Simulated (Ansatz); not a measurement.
# C₃H₇B₂Cl: one species, many methods

How much do the methods differ for C₃H₇B₂Cl? The plan is to run it at one geometry with functionals of several rungs and with coupled cluster, and see how far each lands from CCSD(T) at the basis-set limit for the atomisation energy.

Program: Ansatz 0.2.0, Gaussian basis. Level of theory: functionals in def2-TZVPP, the program's frozen cores in correlated methods. These are calculated values, not measurements.

The runs, in order: PBE-D4, r2SCAN-D4, PBE0-D4, B3LYP-D4, ωB97X-V, ωB97M-V, B2PLYP; CCSD(T)/def2-TZVPP; MP2/def2-QZVPP; extrapolation to the limit.

## Step 1: The relaxed structure

An earlier PBE0-D4 in a triple-zeta def2 set relaxation fixed the geometry.

SMILES `C=CB(C)BCl`, 13 atoms, charge 0, spin multiplicity 1.

Atoms are counted from 1 here; the program's logs count them from 0.

Bond lengths: C1–C2 1.336 Å, C1–H7 1.086 Å, C1–H8 1.086 Å, C2–B3 1.553 Å, C2–H9 1.089 Å, B3–C4 1.568 Å, B3–B5 1.676 Å, C4–H10 1.100 Å, C4–H11 1.094 Å, C4–H12 1.093 Å, B5–Cl6 1.757 Å, B5–H13 1.197 Å. Angles: C2–C1–H7 121.5°, C2–C1–H8 122.4°, H7–C1–H8 116.0°, C1–C2–B3 122.4°, C1–C2–H9 117.0°, B3–C2–H9 120.3°, C2–B3–C4 121.7°, C2–B3–B5 119.4°, C4–B3–B5 119.0°, B3–C4–H10 106.1°, B3–C4–H11 113.6°, B3–C4–H12 114.9°, H10–C4–H11 105.3°, H10–C4–H12 106.8°, H11–C4–H12 109.3°, B3–B5–Cl6 118.4°, B3–B5–H13 126.7°, Cl6–B5–H13 115.0°.

## Step 2: PBE-D4 (GGA)

Contents of in.yaml:

```yaml
crystal:
  periodic: [false, false, false]
  atoms:
    - {symbol: C, position_ang: [-1.128280, -1.703253, 0.676654]}
    - {symbol: C, position_ang: [-0.725124, -0.461031, 0.958773]}
    - {symbol: B, position_ang: [0.104187, 0.391586, -0.040243]}
    - {symbol: C, position_ang: [1.062547, -0.271172, -1.089781]}
    - {symbol: B, position_ang: [0.005328, 2.063367, 0.026869]}
    - {symbol: Cl, position_ang: [1.097428, 2.921678, 1.102847]}
    - {symbol: H, position_ang: [-0.826565, -2.204218, -0.238406]}
    - {symbol: H, position_ang: [-1.793263, -2.262299, 1.329086]}
    - {symbol: H, position_ang: [-1.093231, -0.020286, 1.884505]}
    - {symbol: H, position_ang: [2.083646, -0.111460, -0.713782]}
    - {symbol: H, position_ang: [1.037905, 0.210535, -2.071173]}
    - {symbol: H, position_ang: [0.936145, -1.349386, -1.212890]}
    - {symbol: H, position_ang: [-0.740323, 2.761037, -0.597665]}
basis:
  gaussian: {orbitals: def2-TZVPP}
hamiltonian: {xc: pbe, dispersion: d4}
output: {forces: true, orbitals: {seedname: orbitals}}
```

The run is started by

```
$ ansatz run in.yaml --threads 4 --pin off --events-out ev --progress --plain --max-ram 10444MiB
```

The runs that follow: r2SCAN-D4 (meta-GGA); PBE0-D4 (hybrid); B3LYP-D4 (hybrid); ωB97X-V (range-separated); ωB97M-V (range-separated); B2PLYP (double hybrid); CCSD(T) in def2-TZVPP; MP2 in def2-QZVPP.

Q: Predict the results of all the runs planned. Wanted: atomisation energy, CCSD(T)/CBS; farthest; mean size of error, hybrid; mean size of error, range-separated; gap, smallest and largest; T1 diagnostic; triples share of the correlation energy.

The runs gave:

| quantity | value |
| --- | --- |
| atomisation energy, CCSD(T)/CBS | 5113.5 kJ/mol |
| functionals within 25.6 kJ/mol (0.5 %) | B2PLYP |
| farthest | PBE-D4 (+149.3 kJ/mol) |
| mean size of error, hybrid | 62.9 kJ/mol |
| mean size of error, range-separated | 38.0 kJ/mol |
| gap, smallest and largest | 3.40 eV (PBE-D4), 10.19 eV (ωB97X-V) |
| T1 diagnostic | 0.0121 |
| triples share of the correlation energy | 4.2 % |

**Reading.** PBE-D4 is off by +149.3 kJ/mol. Double hybrids carry the basis error of their MP2 part in triple zeta, and no dispersion term here, so their miss is partly the set-up's. Misses under about 25.6 kJ/mol are within the doubt on the reference itself, which lacks core-valence correlation, relativity and higher excitations. Hartree-Fock recovers 77 % of the binding; the rest is correlation. The gap grows from 3.4 to 10.2 eV across the functionals, mostly with the share of exact exchange.
